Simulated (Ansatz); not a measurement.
**ClGeH4NOS: geometry optimisation**

The task: find the minimum of ClGeH4NOS nearest to the start.

Computed with Ansatz 0.2.0. Level: RKS PBE-D4/def2-SVPD.

1 further run of the same task is left out (set aside as unsound or not needed).

### Step 1. The system as given

SMILES `[NH2][Ge]([OH])([SH])[Cl]`, 9 atoms, charge 0, spin multiplicity 1.

Atoms are counted from 1 here; the program's logs count them from 0.

Bond lengths: N1–Ge2 1.830 Å, N1–H6 1.023 Å, N1–H7 1.023 Å, Ge2–O3 1.807 Å, Ge2–S4 2.230 Å, Ge2–Cl5 2.170 Å, O3–H8 0.975 Å, S4–H9 1.364 Å. Angles: Ge2–N1–H6 115.9°, Ge2–N1–H7 114.3°, H6–N1–H7 110.4°, N1–Ge2–O3 119.6°, N1–Ge2–S4 105.4°, N1–Ge2–Cl5 105.5°, O3–Ge2–S4 109.8°, O3–Ge2–Cl5 101.4°, S4–Ge2–Cl5 115.5°, Ge2–O3–H8 111.5°, Ge2–S4–H9 92.8°.

As a file:

```xyz
9
ClGeH4NOS
N    -0.52646    1.36916   -0.82465
Ge    0.26630   -0.15882   -0.20344
O     1.07822   -0.14909    1.41067
S    -1.33366   -1.71179   -0.23619
Cl    1.94753   -0.51901   -1.52789
H    -1.28827    1.74126   -0.25216
H     0.13090    2.11368   -1.07170
H     0.42922   -0.16820    2.13777
H    -0.61528   -2.56360    0.55049
```

### Step 2. Relaxation

input.yaml reads:

```yaml
crystal:
  periodic: [false, false, false]
  atoms:
    - { symbol: "N", position_ang: [-0.526461, 1.369159, -0.824651] }
    - { symbol: Ge, position_ang: [0.266303, -0.158823, -0.203444] }
    - { symbol: O, position_ang: [1.078216, -0.149088, 1.41067] }
    - { symbol: S, position_ang: [-1.33366, -1.711786, -0.236189] }
    - { symbol: Cl, position_ang: [1.947533, -0.51901, -1.527888] }
    - { symbol: H, position_ang: [-1.288274, 1.741264, -0.25216] }
    - { symbol: H, position_ang: [0.130898, 2.11368, -1.071697] }
    - { symbol: H, position_ang: [0.429221, -0.168199, 2.137771] }
    - { symbol: H, position_ang: [-0.615276, -2.563598, 0.550488] }
basis:
  gaussian: { orbitals: def2-SVPD }
hamiltonian:
  xc: pbe
  dispersion: d4
output:
  forces: true
relax:
  f_tol: 0.003
  max_steps: 120
```

Run with:

```console
$ ansatz run input.yaml --threads 1 --pin off --max-ram 2560MiB --backend cpu --events-out ev --progress --plain --runs-dir out
```

Before running it: what results should come out? Wanted: energy gained; root mean square move; dipole moment.

**Answer**, as computed:

```
             quantity      value
        energy gained  0.0002 eV
root mean square move    0.005 Å
        dipole moment     2.91 D
```

In words: Bond lengths: N1–Ge2 1.830 Å, N1–H6 1.023 Å, N1–H7 1.023 Å, Ge2–O3 1.806 Å, Ge2–S4 2.229 Å, Ge2–Cl5 2.171 Å, O3–H8 0.975 Å, S4–H9 1.364 Å. Angles: Ge2–N1–H6 115.5°, Ge2–N1–H7 114.8°, H6–N1–H7 110.3°, N1–Ge2–O3 119.6°, N1–Ge2–S4 105.5°, N1–Ge2–Cl5 105.7°, O3–Ge2–S4 109.8°, O3–Ge2–Cl5 101.4°, S4–Ge2–Cl5 115.3°, Ge2–O3–H8 111.5°, Ge2–S4–H9 92.6°. No frequencies were computed here.
